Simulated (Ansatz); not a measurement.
# Ge2Sb2Te5: the cost of one run

Computed with Ansatz 0.2.0 (DFT PBE, scalar-relativistic, plane waves, PAW, unless a step's input says otherwise).

### Step 1. The system as given

The structure is trigonal, space group P-3m1 (No. 164). The conventional cell has a = 4.232 Å, b = 4.232 Å, c = 16.850 Å, α = 90.00°, β = 90.00°, γ = 120.00°. Ge (site symmetry 3m) has 6 Te at 2.95 to 2.98 Å in its first shell of neighbours. Sb (site symmetry 3m) is surrounded by 6 Te at 2.99 to 3.16 Å. Around Te (site symmetry -3m) lie 6 Ge at 2.98 Å. Around Te (site symmetry 3m) lie 3 Ge at 2.95 Å and 3 Sb at 3.16 Å. Te (site symmetry 3m) has 3 Sb at 2.99 Å in its first shell of neighbours.

Structure file:

```cif
data_structure
_symmetry_space_group_name_H-M 'P 1'
_symmetry_Int_Tables_number 1
_cell_length_a 4.2318
_cell_length_b 4.2318
_cell_length_c 16.8496
_cell_angle_alpha 90.000
_cell_angle_beta 90.000
_cell_angle_gamma 120.000
_cell_volume 261.32
loop_
_atom_site_label
_atom_site_type_symbol
_atom_site_fract_x
_atom_site_fract_y
_atom_site_fract_z
_atom_site_occupancy
Ge1 Ge 0.33333 0.66667 0.89917 1
Ge2 Ge 0.66667 0.33333 0.10083 1
Sb1 Sb 0.00000 0.00000 0.68165 1
Sb2 Sb 0.00000 0.00000 0.31835 1
Te1 Te 0.00000 0.00000 0.00000 1
Te2 Te 0.66667 0.33333 0.80056 1
Te3 Te 0.33333 0.66667 0.19944 1
Te4 Te 0.33333 0.66667 0.57907 1
Te5 Te 0.66667 0.33333 0.42093 1
```

### Step 2. Single point: Ge2Sb2Te5, no spin

The input, input.yaml:

```yaml
crystal:
  lattice:
    - [4.2318496344, 0.0, 0.0]
    - [-2.1159248172, 3.6648892884, 0.0]
    - [0.0, 0.0, 16.8495924964]
  atoms:
    - { symbol: Ge, position: [0.3333333333, 0.6666666667, 0.8991738485] }
    - { symbol: Ge, position: [0.6666666667, 0.3333333333, 0.1008261515] }
    - { symbol: Sb, position: [0.0, 0.0, 0.6816482048] }
    - { symbol: Sb, position: [0.0, 0.0, 0.3183517952] }
    - { symbol: Te, position: [0.0, 0.0, 0.0] }
    - { symbol: Te, position: [0.6666666667, 0.3333333333, 0.8005631447] }
    - { symbol: Te, position: [0.3333333333, 0.6666666667, 0.1994368553] }
    - { symbol: Te, position: [0.3333333333, 0.6666666667, 0.5790719883] }
    - { symbol: Te, position: [0.6666666667, 0.3333333333, 0.4209280117] }
scf:
  occupations: { method: gaussian, width: 0.05 }
output:
  forces: true
  stress: false
hamiltonian:
  xc: pbe
kpoints:
  mp_grid: { grid: [10, 10, 2] }
```

Command:

```bash
$ ansatz run input.yaml --threads 5 --pin off --max-ram 8192MiB --backend cpu --events-out ev --progress --plain --runs-dir out
```

What time and memory should one allow on 5 threads of Intel Xeon at 2.30GHz, shared host?

About 4.8 s, with a peak of 1.1 GiB.
